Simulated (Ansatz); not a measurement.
# C2H3NSi (SMILES C=[Si]=C=N): single points off equilibrium

An exercise on one series of results from a longer session: the logs are not shown, and one member is left open.

Computed with Ansatz 0.2.0, Gaussian basis. Level: single points in def2-TZVPP.

Correlated methods freeze the cores.

## Where the work starts

SMILES `C=[Si]=C=N`, 7 atoms, charge 0, spin multiplicity 1.

Atoms are counted from 1 here; the program's logs count them from 0.

Bond lengths: C1–Si2 1.733 Å, C1–H5 1.094 Å, C1–H6 1.157 Å, Si2–C3 1.838 Å, C3–N4 1.218 Å, N4–H7 0.977 Å. Angles: Si2–C1–H5 128.1°, Si2–C1–H6 121.1°, H5–C1–H6 110.1°, C1–Si2–C3 137.0°, Si2–C3–N4 142.5°, C3–N4–H7 136.1°.

Geometry (Å):

```tsv
atom	x (Å)	y (Å)	z (Å)
C1	-1.2344	1.4663	-0.1751
Si2	-0.0160	0.3483	0.3449
C3	0.6369	-1.2795	-0.2050
N4	1.5223	-2.0884	0.0096
H5	-2.0056	1.3188	-0.9362
H6	-1.4319	2.4470	0.4057
H7	2.2642	-2.1698	0.6397
```

Set-up of the first run:

run/in.yaml reads:

```yaml
crystal:
  periodic: [false, false, false]
  atoms:
    - {symbol: C, position_ang: [-1.234400, 1.466300, -0.175100]}
    - {symbol: Si, position_ang: [-0.016000, 0.348300, 0.344900]}
    - {symbol: C, position_ang: [0.636900, -1.279500, -0.205000]}
    - {symbol: N, position_ang: [1.522300, -2.088400, 0.009600]}
    - {symbol: H, position_ang: [-2.005600, 1.318800, -0.936200]}
    - {symbol: H, position_ang: [-1.431900, 2.447000, 0.405700]}
    - {symbol: H, position_ang: [2.264200, -2.169800, 0.639700]}
basis:
  gaussian: {orbitals: def2-TZVPP}
correlation: {method: ccsd_t}
output: {forces: true}
```

The command line of these runs was not kept.

Steps of the session up to this table: CCSD(T)/def2-TZVPP; PBE0-D4/def2-TZVPP; wB97M-V/def2-TZVPP; r2SCAN-D4/def2-TZVPP; PBE-D4/def2-TZVPP; HSE06-D4/def2-TZVPP; r2SCAN0-D4/def2-TZVPP.

One table of the session follows, with a row left open; its other results are not shown here.

```
    method  RMS force component (eV/Å)  angle to CCSD(T) forces (°)  dipole (D)
   CCSD(T)                       0.988                    reference        1.84
   PBE0-D4                       1.160                         18.9        1.84
   wB97M-V                       1.275                         24.3        2.22
 r2SCAN-D4                       1.045                         11.5        1.68
    PBE-D4                           ?                            ?           ?
  HSE06-D4                       1.151                         18.2        1.83
r2SCAN0-D4                       1.244                         23.4        1.84
```

Estimate the missing values for PBE-D4.

**Answer.** RMS force component (eV/Å): 0.969; angle to CCSD(T) forces (°): 9.9; dipole (D): 1.69. In the column «RMS force component (eV/Å)» it is the lowest.
